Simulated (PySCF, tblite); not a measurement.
**C₂H₁₂B₂N₂O: dynamics, then NMR shifts on frames**

Aim: move C₂H₁₂B₂N₂O (`CC[N@@H+]1[BH2-][NH2+][B@@H-]1O`) away from its starting geometry and see how NMR shifts follow the geometry.

Programs: tblite 0.8.0 and PySCF 2.14.0, with density-fitted response routines of our own. Each step states its level of theory. These are calculated values for one molecule in the gas phase, unless marked as measured. Atoms are numbered from 0 throughout.

### 1 Starting geometry

19 atoms, charge 0, multiplicity 1; geometry from: GFN2-xTB.

Bonds of the start (Å): C0–C1 1.52, C1–N2 1.46, N2–B3 1.59, B3–N4 1.59, N4–B5 1.58, B5–O6 1.42, B5–N2 1.63, C0–H7 1.09, C0–H8 1.09, C0–H9 1.09, C1–H10 1.09, C1–H11 1.10, N2–H12 1.01, B3–H13 1.19, B3–H14 1.19, N4–H15 1.01, N4–H16 1.01, B5–H17 1.19, O6–H18 0.95.

### 2 A short Langevin run with GFN2-xTB

The job: settings as JSON, then the geometry in Å.

```
{"job": {"kind": "md", "xc": "GFN2-xTB", "basis": "xTB", "temperature": 300, "steps": 2000, "every": 50, "frames": 5}, "charge": 0, "multiplicity": 1}
C     -2.444369    -0.030005    -0.202284
C     -1.036234    -0.250743    -0.736310
N     -0.066851    -0.432830     0.339677
B      0.375810     0.834449     1.193045
N      1.842262     0.790086     0.583519
B      1.494512    -0.595472    -0.094845
O      1.706891    -0.493756    -1.496239
H     -3.136930     0.140452    -1.022585
H     -2.782752    -0.899117     0.359507
H     -2.461397     0.833681     0.456742
H     -0.714537     0.607893    -1.326631
H     -1.020967    -1.131406    -1.389507
H     -0.383401    -1.198600     0.923074
H     -0.205843     1.824250     0.898839
H      0.389764     0.582852     2.352552
H      2.008963     1.494172    -0.124885
H      2.615283     0.801566     1.235366
H      1.981907    -1.532710     0.463691
H      1.828085    -1.335511    -1.925773
```

Method: GFN2-xTB Langevin dynamics, gas phase.

Run with:

```bash
$ OMP_NUM_THREADS=1 python probes_run.py task.json out
```

One launch serves the whole session: the jobs run in the order shown.

Log:

```text
t/fs     T/K      E/eV
    0.0   243.7   -622.85105
   25.0   143.7   -622.44469
   50.0   199.1   -622.47342
   75.0   150.6   -622.33347
  100.0   271.4   -622.40961
  125.0   346.3   -622.45432
  150.0   318.5   -622.35566
  175.0   326.2   -622.35194
  200.0   219.0   -621.91961
  225.0   289.7   -622.22962
  250.0   233.9   -622.07779
  275.0   335.1   -622.35861
  300.0   263.1   -622.16623
  325.0   370.6   -622.44378
  350.0   314.0   -622.18856
  375.0   280.4   -622.22330
  400.0   267.8   -622.33136
  425.0   259.2   -622.27558
  450.0   300.4   -622.19851
  475.0   338.4   -622.24566
  500.0   297.5   -622.17146
  525.0   348.4   -622.07465
  550.0   314.1   -622.16032
  575.0   307.4   -622.15806
  600.0   361.3   -622.25685
  625.0   383.9   -622.26602
  650.0   328.8   -622.21427
  675.0   363.2   -622.22360
  700.0   309.7   -622.17197
  725.0   294.3   -622.16699
  750.0   248.1   -622.25589
  775.0   283.6   -622.47379
  800.0   210.4   -622.24066
  825.0   247.1   -622.44525
  850.0   143.7   -622.22791
  875.0   219.9   -622.46966
  900.0   224.3   -622.41919
  925.0   302.2   -622.42557
  950.0   276.0   -622.23654
  975.0   305.3   -622.29620
 1000.0   255.2   -622.09488
```

It took 18 s on 1 thread of Intel Xeon Platinum 8259CL at 2.50GHz, shared host; peak memory 0.18 GiB.

Distance from the start (root mean square after alignment): 0 fs 0.00 Å, 200 fs 0.17 Å, 400 fs 0.36 Å, 600 fs 0.22 Å, 800 fs 0.17 Å, 1000 fs 0.34 Å.

Positions (Å) and forces (eV/Å) at 1000 fs:

```xyz
19

C    -1.098    2.063   -1.193    0.553    0.150   -0.925
C    -0.028    0.970   -1.215   -0.244    0.084    0.096
N     0.049    0.060   -0.072    0.120    1.174    0.702
B     0.307    0.895    1.331   -0.719    0.190   -0.391
N     1.681    0.219    1.596   -1.292   -1.279   -1.135
B     1.462   -0.601    0.180    0.413   -0.529   -0.616
O     2.466   -0.223   -0.807   -2.146    1.751    0.963
H    -1.093    2.562   -2.212   -0.535   -0.955    0.943
H    -2.018    1.551   -0.909   -0.111    0.793   -0.240
H    -0.810    2.884   -0.553   -0.337   -0.153    0.619
H     0.948    1.396   -1.236    0.748    0.492   -0.386
H    -0.208    0.424   -2.120    0.145   -0.659   -0.574
H    -0.676   -0.644   -0.102   -0.212    0.254    0.174
H     0.455    2.053    1.080   -0.224   -0.215    0.219
H    -0.446    0.616    2.230   -0.046    0.153   -0.503
H     2.458    0.816    1.601    1.160    0.664    0.128
H     1.524   -0.273    2.444    0.704   -0.617    0.567
H     1.283   -1.810    0.184    0.342    0.419    0.679
H     3.085   -0.884   -0.897    1.681   -1.719   -0.320
```

### 3 Shielding tensors: 250 fs, PBE0/pcSseg-1

The job: settings as JSON, then the geometry in Å.

```
{"job": {"kind": "nmr", "xc": "PBE0", "basis": "pcSseg-1", "pop": false}, "charge": 0, "multiplicity": 1}
C     -2.539000    -0.681900    -0.288800
C     -1.124600    -1.031100    -0.625500
N     -0.176300    -0.930100     0.521200
B      0.135600     0.484400     1.151800
N      1.673700     0.493900     0.546000
B      1.520200    -1.016000    -0.055900
O      1.453800    -1.062900    -1.417500
H     -3.163800    -0.645900    -1.127300
H     -2.899200    -1.527500     0.237700
H     -2.567300     0.171100     0.342500
H     -0.661200    -0.280200    -1.384300
H     -0.978600    -2.106800    -1.022700
H     -0.296100    -1.658800     1.176600
H     -0.417600     1.453300     0.692300
H      0.123400     0.498400     2.310400
H      1.821200     1.157100    -0.144900
H      2.325600     0.632600     1.305900
H      2.150300    -1.823100     0.531000
H      1.959700    -1.715100    -1.867900
```

Method: GIAO PBE0/pcSseg-1 NMR shielding, non-relativistic, gas phase.

Log:

```text
coarse grid: 15000 points
cycle   1  E = -317.3910749817  dE =  6.871e-01  |g| = 7.561e-01  |ddm| = 3.580e+00
cycle   2  E = -317.3099208800  dE =  8.115e-02  |g| = 1.028e+00  |ddm| = 1.615e+00
cycle   3  E = -317.5062196523  dE = -1.963e-01  |g| = 9.986e-02  |ddm| = 1.062e+00
cycle   4  E = -317.5080639807  dE = -1.844e-03  |g| = 3.620e-02  |ddm| = 1.063e-01
cycle   5  E = -317.5083520865  dE = -2.881e-04  |g| = 8.806e-03  |ddm| = 3.549e-02
cycle   6  E = -317.5083670252  dE = -1.494e-05  |g| = 3.317e-03  |ddm| = 8.222e-03
cycle   7  E = -317.5083691872  dE = -2.162e-06  |g| = 5.143e-04  |ddm| = 2.178e-03
final grid: 142488 points
cycle   8  E = -317.5531605077  dE = -7.259e-05  |g| = 8.809e-03  |ddm| = 3.153e-02
cycle   9  E = -317.5531533379  dE =  7.170e-06  |g| = 1.079e-02  |ddm| = 1.651e-02
cycle  10  E = -317.5531787264  dE = -2.539e-05  |g| = 1.230e-03  |ddm| = 8.941e-03
cycle  11  E = -317.5531790304  dE = -3.041e-07  |g| = 2.519e-04  |ddm| = 1.091e-03
cycle  12  E = -317.5531790413  dE = -1.083e-08  |g| = 8.568e-05  |ddm| = 2.162e-04
cycle  13  E = -317.5531790427  dE = -1.468e-09  |g| = 2.394e-05  |ddm| = 7.189e-05
cycle  14  E = -317.5531790429  dE = -1.133e-10  |g| = 5.938e-06  |ddm| = 2.219e-05
converged SCF energy = -317.5531790429

GIAO shielding tensors (ppm)
atom      isotropic    diamagn.    paramagn.     s11        s22        s33       span
  0 C      179.113     244.641     -65.528    163.766    179.036    194.537     30.770
  1 C      131.502     245.630    -114.128    118.547    126.467    149.491     30.944
  2 N      201.528     323.856    -122.328    177.495    208.535    218.553     41.058
  3 B      114.269     190.509     -76.241    102.854    107.344    132.608     29.754
  4 N      222.657     320.872     -98.215    200.237    214.043    253.691     53.454
  5 B       99.273     186.125     -86.853     86.737    102.952    108.129     21.391
  6 O      276.592     386.739    -110.147    256.913    265.855    307.008     50.095
  7 H       31.684      28.772       2.912     27.057     28.646     39.348     12.290
  8 H       31.611      29.153       2.458     27.006     29.655     38.173     11.168
  9 H       30.911      29.828       1.083     25.706     30.965     36.063     10.357
 10 H       26.563      29.844      -3.281     20.750     28.430     30.510      9.760
 11 H       27.754      29.535      -1.781     22.406     27.694     33.162     10.756
 12 H       30.633      35.448      -4.815     24.218     28.978     38.703     14.485
 13 H       28.502      31.714      -3.211     24.515     29.885     31.107      6.592
 14 H       29.111      32.554      -3.443     25.847     29.478     32.008      6.161
 15 H       31.510      34.192      -2.681     26.144     28.410     39.976     13.832
 16 H       29.539      30.479      -0.941     23.296     26.024     39.296     16.000
 17 H       27.893      30.971      -3.079     25.817     26.958     30.902      5.085
 18 H       29.837      30.711      -0.874     22.599     23.469     43.444     20.845
```

Wall time 44 s (1 thread of Intel Xeon Platinum 8259CL at 2.50GHz, shared host); peak memory 0.9 GiB.

Shifts follow as δ = σ(reference) − σ, with reference shieldings (ppm) from runs at the same level and on the same kind of geometry: 1H TMS 31.72, 13C TMS 186.9, 15N NH3 267.7, 17O H2O 336.1, 11B BF3·OEt2 100.1. The references are single molecules in the gas phase, so shifts against H2O, NH3, PH3, H3PO4 or CFCl3 are not on the usual liquid scales and can be off by tens of ppm. Each atom is listed at this fixed geometry, with no averaging over motion; a spectrum would average atoms that exchange fast.

| atoms | environment | σ (ppm) | δ (ppm) |
| --- | --- | --- | --- |
| C1 | sp3 CH2 bonded to N | 131.5 | 55.4 |
| C0 | methyl carbon | 179.1 | 7.8 |
| H10 | hydrogen on an sp3 CH2 bonded to N | 26.56 | 5.15 |
| H11 | hydrogen on an sp3 CH2 bonded to N | 27.75 | 3.96 |
| H17 | hydrogen on a boron bonded to 2 N, O, in a 4-membered ring | 27.89 | 3.82 |
| H13 | hydrogen on a boron bonded to 2 N, in a 4-membered ring | 28.50 | 3.21 |
| H14 | hydrogen on a boron bonded to 2 N, in a 4-membered ring | 29.11 | 2.61 |
| H16 | hydrogen on a donor nitrogen of a Lewis adduct | 29.54 | 2.18 |
| H18 | hydrogen on an oxygen bonded to B | 29.84 | 1.88 |
| H12 | hydrogen on a donor nitrogen of a Lewis adduct | 30.63 | 1.08 |
| H9 | hydrogen on a methyl carbon | 30.91 | 0.81 |
| H15 | hydrogen on a donor nitrogen of a Lewis adduct | 31.51 | 0.21 |
| H8 | hydrogen on a methyl carbon | 31.61 | 0.11 |
| H7 | hydrogen on a methyl carbon | 31.68 | 0.03 |
| N2 | donor nitrogen of a Lewis adduct | 201.5 | 66.2 |
| N4 | donor nitrogen of a Lewis adduct | 222.7 | 45.1 |
| B5 | boron bonded to 2 N, O, H, in a 4-membered ring | 99.3 | 0.8 |
| B3 | boron bonded to 2 N, 2 H, in a 4-membered ring | 114.3 | -14.2 |
| O6 | oxygen bonded to B, H | 276.6 | 59.5 |

Ring of atoms N2, B3, N4, B5: NICS(0) -3.5, NICS(1) -0.7, NICS(1)zz 2.8 ppm (means of both faces).

Orbitals, density, ELF and potential are computed afterwards from the orbital file.

Frontier orbitals at PBE0/pcSseg-1, with the share of their density that lies nearest to each atom:

```
orbital  energy (eV)                                                      lies on
   HOMO        -7.55                    N2 30 %; H13, H17 about 12 % each; N4 8 %
   LUMO         1.26  H16, H18 about 16 % each; H11, H12 about 11 % each; H15 8 %
```

ELF in a plane through or near 7 of the atoms.

Ten even steps from '0' (0.00) to '9' (1.00):
```
0000000000000000000000000000
0000000000000000000000000000
0000000000000000000000000000
0000000000000000000000000000
0000000000122110000000000000
0000000000144443000220000000
0000037731233665007994000000
0000089987816143029996100000
0000069973862552028984100000
0000002588823654366426410000
0000001378624556359248630000
0000000122131124416446630000
0000000036886104886101100000
0000000025777303998100000000
0000000048975200897100000000
0000000078971000120000000000
0000000015520000000000000000
0000000000000000000000000000
0000000000000000000000000000
0000000000000000000000000000
```
The map spans 11.6 Å across and 10.4 Å up, centred on the molecule. Atoms in the plane (x, y in Å): C0 (2.5, 0.1), C1 (1.2, -0.6), B3 (-0.5, 1.4), N4 (-1.9, 0.7), H9 (2.3, 1.2), H16 (-2.7, 1.2), H18 (-1.6, -2.6).

On the surface of density 0.002 e/bohr³ the electrostatic potential runs, from the 1st to the 99th percentile, from -1.17 V near O6 to 1.87 V near H18.

### 4 NMR shieldings: 425 fs, PBE0/pcSseg-1

The job: settings as JSON, then the geometry in Å.

```
{"job": {"kind": "nmr", "xc": "PBE0", "basis": "pcSseg-1", "pop": false}, "charge": 0, "multiplicity": 1}
C     -2.424300    -0.561800    -0.311400
C     -0.929000    -0.569100    -0.589800
N     -0.132900    -1.133600     0.528300
B      0.281800     0.012400     1.580500
N      1.790300     0.090200     0.912900
B      1.514900    -1.324400     0.273500
O      1.989300    -1.356500    -1.101500
H     -2.989600    -0.041400    -1.100700
H     -2.878300    -1.514600    -0.320000
H     -2.566800    -0.085200     0.651400
H     -0.496600     0.417800    -0.712200
H     -0.621000    -1.154200    -1.471600
H     -0.567400    -1.926800     1.004800
H     -0.213500     0.985900     1.543300
H      0.468700    -0.367900     2.710800
H      1.753000     0.796400     0.220300
H      2.571100     0.215600     1.490900
H      1.847700    -2.298600     0.898800
H      1.999600    -2.196000    -1.553700
```

Level: GIAO PBE0/pcSseg-1 NMR shielding, non-relativistic, gas phase.

Log:

```text
coarse grid: 15000 points
cycle   1  E = -317.4016966575  dE =  6.817e-01  |g| = 7.531e-01  |ddm| = 3.584e+00
cycle   2  E = -317.3022357069  dE =  9.946e-02  |g| = 1.074e+00  |ddm| = 1.910e+00
cycle   3  E = -317.5164891483  dE = -2.143e-01  |g| = 1.130e-01  |ddm| = 1.327e+00
cycle   4  E = -317.5189655785  dE = -2.476e-03  |g| = 3.900e-02  |ddm| = 1.272e-01
cycle   5  E = -317.5193021613  dE = -3.366e-04  |g| = 1.032e-02  |ddm| = 3.989e-02
cycle   6  E = -317.5193231877  dE = -2.103e-05  |g| = 3.418e-03  |ddm| = 9.314e-03
cycle   7  E = -317.5193254955  dE = -2.308e-06  |g| = 5.908e-04  |ddm| = 2.245e-03
final grid: 142488 points
cycle   8  E = -317.5600774646  dE = -6.695e-05  |g| = 9.541e-03  |ddm| = 3.586e-02
cycle   9  E = -317.5600673514  dE =  1.011e-05  |g| = 1.195e-02  |ddm| = 1.752e-02
cycle  10  E = -317.5600985061  dE = -3.115e-05  |g| = 1.364e-03  |ddm| = 1.005e-02
cycle  11  E = -317.5600988610  dE = -3.549e-07  |g| = 2.422e-04  |ddm| = 1.249e-03
cycle  12  E = -317.5600988705  dE = -9.522e-09  |g| = 9.956e-05  |ddm| = 2.523e-04
cycle  13  E = -317.5600988726  dE = -2.059e-09  |g| = 2.165e-05  |ddm| = 8.323e-05
cycle  14  E = -317.5600988727  dE = -9.391e-11  |g| = 5.871e-06  |ddm| = 2.113e-05
converged SCF energy = -317.5600988727

GIAO shielding tensors (ppm)
atom      isotropic    diamagn.    paramagn.     s11        s22        s33       span
  0 C      175.180     245.969     -70.789    157.123    175.734    192.684     35.561
  1 C      142.421     247.208    -104.787    126.978    133.493    166.792     39.814
  2 N      204.407     325.766    -121.360    165.418    213.955    233.847     68.429
  3 B      113.095     191.760     -78.665     99.798    111.150    128.338     28.540
  4 N      233.362     321.802     -88.439    213.280    225.027    261.781     48.501
  5 B      103.665     182.802     -79.137     91.854    105.756    113.386     21.533
  6 O      280.455     386.222    -105.767    249.059    267.269    325.037     75.978
  7 H       30.258      28.024       2.234     25.586     27.092     38.096     12.510
  8 H       31.517      29.702       1.815     27.299     29.270     37.981     10.682
  9 H       30.472      29.729       0.743     25.394     30.024     35.996     10.602
 10 H       29.271      33.591      -4.320     24.330     30.410     33.073      8.743
 11 H       28.199      31.476      -3.277     22.256     29.475     32.865     10.609
 12 H       30.145      33.897      -3.752     23.145     28.506     38.785     15.640
 13 H       30.349      33.382      -3.033     26.511     31.493     33.044      6.533
 14 H       28.521      31.303      -2.782     25.321     28.425     31.818      6.498
 15 H       30.583      34.540      -3.957     24.852     28.395     38.501     13.649
 16 H       30.926      31.312      -0.386     24.359     25.756     42.662     18.303
 17 H       27.750      29.885      -2.135     24.636     27.548     31.065      6.429
 18 H       30.516      30.446       0.070     22.552     25.082     43.913     21.361
```

It took 33 s on 1 thread of Intel Xeon Platinum 8259CL at 2.50GHz, shared host; peak memory 0.89 GiB.

In short: δ C1 44.5, C0 11.7, N2 63.3, N4 34.4, H17 3.97, H11 3.52 ppm.

### 5 Shielding tensors: 625 fs, PBE0/pcSseg-1

The job: settings as JSON, then the geometry in Å.

```
{"job": {"kind": "nmr", "xc": "PBE0", "basis": "pcSseg-1", "pop": false}, "charge": 0, "multiplicity": 1}
C     -1.860700     0.953600    -0.397900
C     -0.580200     0.160400    -0.564700
N      0.038900    -0.439700     0.593300
B      0.761200     0.462300     1.663800
N      2.207400    -0.074600     1.335900
B      1.578900    -1.117800     0.315100
O      2.142600    -0.734600    -0.901200
H     -2.180900     1.265900    -1.392300
H     -2.635600     0.262600    -0.017900
H     -1.707400     1.769400     0.224300
H      0.231400     0.730700    -1.079600
H     -0.871800    -0.739700    -1.204700
H     -0.536500    -1.241600     0.936300
H      0.802900     1.647200     1.493200
H      0.285700     0.184000     2.754800
H      2.696700     0.625500     0.755900
H      2.703900    -0.343700     2.178700
H      1.558700    -2.282800     0.561700
H      1.740600    -1.194400    -1.680500
```

Level: GIAO PBE0/pcSseg-1 NMR shielding, non-relativistic, gas phase.

Log:

```text
coarse grid: 15000 points
cycle   1  E = -317.4005103863  dE =  7.208e-01  |g| = 7.562e-01  |ddm| = 3.565e+00
cycle   2  E = -317.2989009400  dE =  1.016e-01  |g| = 1.078e+00  |ddm| = 1.930e+00
cycle   3  E = -317.5189258608  dE = -2.200e-01  |g| = 1.057e-01  |ddm| = 1.332e+00
cycle   4  E = -317.5209976196  dE = -2.072e-03  |g| = 4.031e-02  |ddm| = 1.224e-01
cycle   5  E = -317.5213648716  dE = -3.673e-04  |g| = 9.921e-03  |ddm| = 4.153e-02
cycle   6  E = -317.5213838818  dE = -1.901e-05  |g| = 3.610e-03  |ddm| = 9.488e-03
cycle   7  E = -317.5213864494  dE = -2.568e-06  |g| = 5.414e-04  |ddm| = 2.390e-03
final grid: 142488 points
cycle   8  E = -317.5619015749  dE = -6.258e-05  |g| = 9.573e-03  |ddm| = 3.150e-02
cycle   9  E = -317.5618891343  dE =  1.244e-05  |g| = 1.246e-02  |ddm| = 1.792e-02
cycle  10  E = -317.5619225485  dE = -3.341e-05  |g| = 1.183e-03  |ddm| = 1.014e-02
cycle  11  E = -317.5619228279  dE = -2.794e-07  |g| = 2.487e-04  |ddm| = 1.126e-03
cycle  12  E = -317.5619228377  dE = -9.809e-09  |g| = 9.813e-05  |ddm| = 2.489e-04
cycle  13  E = -317.5619228396  dE = -1.857e-09  |g| = 2.102e-05  |ddm| = 7.883e-05
cycle  14  E = -317.5619228397  dE = -8.799e-11  |g| = 5.706e-06  |ddm| = 2.381e-05
converged SCF energy = -317.5619228397

GIAO shielding tensors (ppm)
atom      isotropic    diamagn.    paramagn.     s11        s22        s33       span
  0 C      170.910     247.410     -76.500    155.952    171.240    185.537     29.585
  1 C      139.970     247.764    -107.794    124.178    135.089    160.643     36.465
  2 N      201.619     324.805    -123.187    181.699    190.726    232.431     50.732
  3 B      116.312     190.470     -74.158    102.436    112.589    133.911     31.475
  4 N      218.899     321.954    -103.055    178.649    233.154    244.893     66.243
  5 B      101.663     186.736     -85.073     92.269    104.734    107.987     15.718
  6 O      265.757     389.548    -123.792    217.299    248.534    331.437    114.138
  7 H       30.515      28.995       1.520     26.083     27.967     37.495     11.412
  8 H       30.327      29.643       0.683     26.210     28.412     36.357     10.146
  9 H       31.243      31.126       0.117     26.552     30.350     36.826     10.274
 10 H       27.900      32.423      -4.523     21.675     30.298     31.726     10.052
 11 H       28.334      32.455      -4.122     22.370     28.816     33.815     11.445
 12 H       29.226      34.489      -5.263     22.010     28.142     37.526     15.516
 13 H       28.482      31.664      -3.182     24.191     29.530     31.725      7.534
 14 H       28.121      30.914      -2.793     24.522     28.037     31.805      7.283
 15 H       28.880      30.401      -1.520     23.924     26.583     36.135     12.210
 16 H       29.017      28.428       0.589     22.556     25.511     38.985     16.429
 17 H       27.737      30.722      -2.985     24.767     27.001     31.444      6.677
 18 H       29.635      30.564      -0.929     21.654     25.870     41.382     19.728
```

Run time: 32 s. Hardware: 1 thread of Intel Xeon Platinum 8259CL at 2.50GHz, shared host; peak memory 0.92 GiB.

This run: δ C1 47.0, C0 16.0, N2 66.1, N4 48.8, H17 3.98, H10 3.82 ppm.

[end of part 1 of 2]
